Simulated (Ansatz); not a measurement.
# C3H6GeO: the cost of one run

All numbers below are computed with Ansatz 0.2.0 (RKS B3LYP-D4/def2-SVP).

### 1 The structure to begin with

Bond lengths: C1–C2 1.157 Å, C2–O3 1.358 Å, O3–Ge4 1.753 Å, Ge4–C5 1.941 Å, C1–H6 1.124 Å, Ge4–H7 1.536 Å, Ge4–H8 1.583 Å, C5–H9 1.143 Å, C5–H10 1.103 Å, C5–H11 1.081 Å. Angles (14 of 15 angles, heavy atoms first): C1–C2–O3 178.9°, C2–O3–Ge4 123.3°, O3–Ge4–C5 112.0°, C2–C1–H6 175.4°, O3–Ge4–H7 112.3°, O3–Ge4–H8 106.8°, C5–Ge4–H7 110.6°, C5–Ge4–H8 106.7°, Ge4–C5–H9 107.5°, Ge4–C5–H10 105.9°, Ge4–C5–H11 110.1°, H7–Ge4–H8 108.2°, H9–C5–H10 108.4°, H9–C5–H11 111.4°.

Structure file:

```xyz
11

C    -0.0263    1.7421    2.2127
C     0.3023    0.7202    1.7804
O     0.7049   -0.4805    1.2914
Ge   -0.0004   -1.2252   -0.1298
C     0.0793   -0.0562   -1.6769
H    -0.4094    2.7370    2.5677
H     0.6338   -2.5866   -0.4495
H    -1.5336   -1.4561    0.1880
H    -0.4106    0.9350   -1.3852
H     1.1513    0.1273   -1.8622
H    -0.4260   -0.5141   -2.5159
```

### 2 Relaxing end A

Input file input.yaml:

```yaml
crystal:
  periodic: [false, false, false]
  atoms:
    - { symbol: C, position_ang: [-0.0263, 1.7421, 2.2127] }
    - { symbol: C, position_ang: [0.3023, 0.7202, 1.7804] }
    - { symbol: O, position_ang: [0.7049, -0.4805, 1.2914] }
    - { symbol: Ge, position_ang: [-0.0004, -1.2252, -0.1298] }
    - { symbol: C, position_ang: [0.0793, -0.0562, -1.6769] }
    - { symbol: H, position_ang: [-0.4094, 2.737, 2.5677] }
    - { symbol: H, position_ang: [0.6338, -2.5866, -0.4495] }
    - { symbol: H, position_ang: [-1.5336, -1.4561, 0.188] }
    - { symbol: H, position_ang: [-0.4106, 0.935, -1.3852] }
    - { symbol: H, position_ang: [1.1513, 0.1273, -1.8622] }
    - { symbol: H, position_ang: [-0.426, -0.5141, -2.5159] }
basis:
  gaussian: { orbitals: def2-SVP }
hamiltonian:
  xc: b3lyp
  dispersion: d4
relax:
  f_tol: 0.02
  max_steps: 50
output:
  orbitals: {}
```

The run is started by

```
ansatz run input.yaml --threads 2 --pin off --max-ram 3072MiB --backend cpu --events-out ev --progress --plain --runs-dir out
```

Q: Estimate wall time and peak memory on 2 threads of Arm Neoverse V1, shared host.

About 26 s, with a peak of 0.3 GiB.
